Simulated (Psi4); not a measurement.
**MP3/aug-cc-pVDZ run of TiO2 (titanium dioxide)**

What is the vertical ionisation energy of TiO2 (titanium dioxide) at MP3/aug-cc-pVDZ? 

The calculation is run with Psi4 1.11.

3 further runs of the same task are left out: 1 that didn't finish, 2 set aside as unsound or not needed.

## (1) Starting point

TiO2: 3 atoms, total charge 0, spin state singlet. As SMILES, `[O]=[Ti]=[O]`. The shape is that of a PBE0-D4/def2-TZVP optimisation.

Bond lengths: O1–Ti2 1.628 Å, Ti2–O3 1.628 Å. Angles: O1–Ti2–O3 111.8°.

## (2) The energy at MP3/aug-cc-pVDZ

o2ti.dat

```
memory 1.6 GB

molecule system {
  0 1
  O      0.921000     0.928800     0.444600
  Ti     0.135000    -0.492000     0.331600
  O     -1.056100    -0.436800    -0.776200
  symmetry c1
  no_reorient
  no_com
}

set reference rhf
set puream true
set e_convergence 1e-09
set d_convergence 1e-08
set scf_type pk
set num_frozen_docc 7

result, w = energy('mp3/aug-cc-pVDZ', return_wfn=True)
```

Launch:

```
psi4 o2ti.dat o2ti.out -n 1
```

o2ti.out:

```text
[...]
  Running in c1 symmetry.
[...]
  Nuclear repulsion =  127.009919010096439
[...]
  Multiplicity = 1
[...]
  Nalpha       = 19
  Nbeta        = 19
[...]
    Number of basis functions: 105
[...]
   @RHF iter   1:  -997.45144012412106   -9.73090e-01   1.18001e-02 DIIS/ADIIS
[...]
   @RHF iter  16:  -998.14512485586579   -2.08047e-11   9.51166e-09 DIIS
[...]
    Orbital Energies [Eh]
    ---------------------
    Doubly Occupied:
       1A   -183.406117     2A    -21.574810     3A    -20.518395
       4A    -20.518373     5A    -17.943231     6A    -17.942171
       7A    -17.941468     8A     -2.983947     9A     -1.932485
      10A     -1.917659    11A     -1.900465    12A     -1.176185
      13A     -1.157269    14A     -0.514071    15A     -0.498426
      16A     -0.463230    17A     -0.441221    18A     -0.440734
      19A     -0.411050
[...]
  @RHF Final Energy:  -998.14512485586579
   => Energetics <=
    Nuclear Repulsion Energy =            127.0099190100964393
    One-Electron Energy =               -1622.9474710874790162
    Two-Electron Energy =                 497.7924272215168457
    Total Energy =                       -998.1451248558657880
[...]
 Multipole Moments:
 ------------------------------------------------------------------------------------
     Multipole            Electronic (a.u.)      Nuclear  (a.u.)        Total (a.u.)
 ------------------------------------------------------------------------------------
 L = 1.  Multiply by 2.5417464519 to convert [e a0] to [Debye]
 Dipole X            :         -2.8783685            3.5700706            0.6917021
 Dipole Y            :         10.4955904          -13.0164336           -2.5208432
 Dipole Z            :         -7.0740060            8.7728646            1.6988585
 Magnitude           :                                                    3.1175668
[...]
	DF-MP2 Total Energy (a.u.)         :  -998.96679404700990
[...]
	DF-MP3 Total Energy (a.u.)         :  -998.85908921908185
[...]
```

It took 83 s on 1 thread of Intel Xeon Platinum 8488C (Sapphire Rapids), shared host; peak memory 1.4 GiB.

## (3) The doublet cation

o2ti.py

```python
import psi4

psi4.set_memory(1600000000)
psi4.set_num_threads(1)
psi4.core.set_output_file('o2ti.out', False)

molecule = psi4.geometry("""
1 2
O
Ti 1 1.627648
O 2 1.627571 1 111.7805
symmetry c1
no_reorient
no_com
""")

options = {'reference': 'uhf', 'puream': True, 'e_convergence': 1e-09, 'd_convergence': 1e-08, 'scf_type': 'pk', 'num_frozen_docc': 7, 'maxiter': 200}
psi4.set_options(options)

e_tot, wfn = psi4.energy("mp3/aug-cc-pVDZ", return_wfn=True)
print('E =', round(e_tot, 9))
for k, v in sorted(psi4.core.scalar_variables().items()):
    print(f'{k:45s} {v:18.10f}')
```

Launch:

```
python o2ti.py
```

o2ti.out:

```text
[...]
  Running in c1 symmetry.
[...]
  Nuclear repulsion =  127.009911130306875
[...]
  Multiplicity = 2
[...]
  Nalpha       = 19
  Nbeta        = 18
[...]
    Number of basis functions: 105
[...]
   @UHF iter   1:  -997.31277080877555   -8.34421e-01   9.17221e-03 DIIS/ADIIS
[...]
   @UHF iter  29:  -997.86356064614620   -1.10276e-11   9.38050e-09 DIIS
[...]
   @S^2 Observed:                1.338262072E+00
[...]
    Orbital Energies [Eh]
    ---------------------
    Alpha Occupied:
       1A   -183.638348     2A    -21.796291     3A    -20.866824
       4A    -20.866809     5A    -18.172598     6A    -18.160311
       7A    -18.160249     8A     -3.202509     9A     -2.152503
      10A     -2.134744    11A     -2.120315    12A     -1.563613
      13A     -1.540258    14A     -0.915484    15A     -0.857672
      16A     -0.828677    17A     -0.814830    18A     -0.801555
      19A     -0.801502
    Alpha Virtual:
      20A     -0.221622    21A     -0.163597    22A     -0.154519
      23A     -0.119592    24A     -0.089992    25A     -0.085998
[...]
  @UHF Final Energy:  -997.86356064614620
   => Energetics <=
    Nuclear Repulsion Energy =            127.0099111303068753
    One-Electron Energy =               -1612.3285785045945886
    Two-Electron Energy =                 487.4551067281416294
    Total Energy =                       -997.8635606461461975
  UHF NO Occupations:
  HONO-2 :   17  A 1.9924519
  HONO-1 :   18  A 1.6765646
[...]
 Multipole Moments:
 ------------------------------------------------------------------------------------
     Multipole            Electronic (a.u.)      Nuclear  (a.u.)        Total (a.u.)
 ------------------------------------------------------------------------------------
 L = 1.  Multiply by 2.5417464519 to convert [e a0] to [Debye]
 Dipole X            :         -3.0237697            1.1324462           -1.8913235
 Dipole Y            :         -2.0481777            0.7670625           -1.2811152
 Dipole Z            :         -0.0000000            0.0000000           -0.0000000
 Magnitude           :                                                    2.2843732
[...]
	DF-SCS-MP2 Total Energy (a.u.)     :  -998.46372005827982
	DF-SOS-MP2 Total Energy (a.u.)     :  -998.44254768062308
	DF-SCS(N)-MP2 Total Energy (a.u.)  :  -998.21050861110041
[...]
	DF-MP2 Total Energy (a.u.)         :  -998.50606481359364
[...]
	DF-MP3 Total Energy (a.u.)         :  -998.49734914819203
[...]
```

Wall time 97 s (1 thread of Intel Xeon Platinum 8488C (Sapphire Rapids), shared host); peak memory 1.4 GiB.

## (4) What came out

Level: MP3/aug-cc-pVDZ, 7 core orbitals frozen.

| quantity | value |
| --- | --- |
| singlet TiO2: total energy | -998.85909 Eh |
| singlet TiO2: HOMO energy (Hartree–Fock orbitals) | -11.19 eV |
| singlet TiO2: LUMO energy (Hartree–Fock orbitals) | -1.22 eV |
| singlet TiO2: HOMO–LUMO gap (Hartree–Fock orbitals) | 9.96 eV |
| singlet TiO2: correlation energy (7 core orbitals frozen) | -714.0 mEh |
| doublet cation: total energy | -998.49735 Eh |
| doublet cation: HOMO energy (Hartree–Fock orbitals) (highest over α and β) | -19.45 eV |
| doublet cation: LUMO energy (Hartree–Fock orbitals) (lowest over α and β) | -6.31 eV |
| doublet cation: correlation energy (7 core orbitals frozen) | -633.8 mEh |
| doublet cation: ⟨S²⟩ of the reference determinant | 1.338 |
| vertical ionisation energy (to the doublet cation) | 9.843 eV |

In words: The vertical ionisation energy comes to 9.84 eV (950 kJ/mol). ⟨S²⟩ (doublet cation) is 1.34 where a pure doublet has 0.75: the reference is spin-contaminated.
